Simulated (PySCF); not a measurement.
# Cl6Mn ([MnCl6]3-): the cost of one run

Computed with PySCF 2.14.0 and routines of our own; the level stands in each step. Atoms count from 0.

### Step 1. The starting structure

7 atoms, charge -3, states of the metal's open shell are computed; geometry from: model start, shaken.

### Step 2. Optimising the geometry at PBE0-D3(BJ)/def2-SVP

What the job is given:

```
{"job": {"xc": "PBE0", "basis": "def2-SVP", "d3": "d3bj", "grid": 1, "maxiter": 45, "solvent": "water", "kind": "geom"}, "charge": -3, "metal": "Mn", "open_shell": "d4"}
Mn     0.000020     0.004480    -0.004110
Cl    -0.013360    -0.006820     2.622730
Cl     0.000900     0.020100    -2.644980
Cl     2.275040     0.007350     0.005350
Cl    -2.282770    -0.013960    -0.000440
Cl     0.010430     2.264190    -0.006860
Cl    -0.028520    -2.303690    -0.027630
```

Command:

```sh
$ OMP_NUM_THREADS=1 python lf_run.py task.json out
```

This one command runs all jobs of the session in turn.

Q: Estimate the wall time and peak memory of this first job on 1 thread of Arm Neoverse V2, shared host.

About 3.7 min, with a peak of 1.1 GiB.
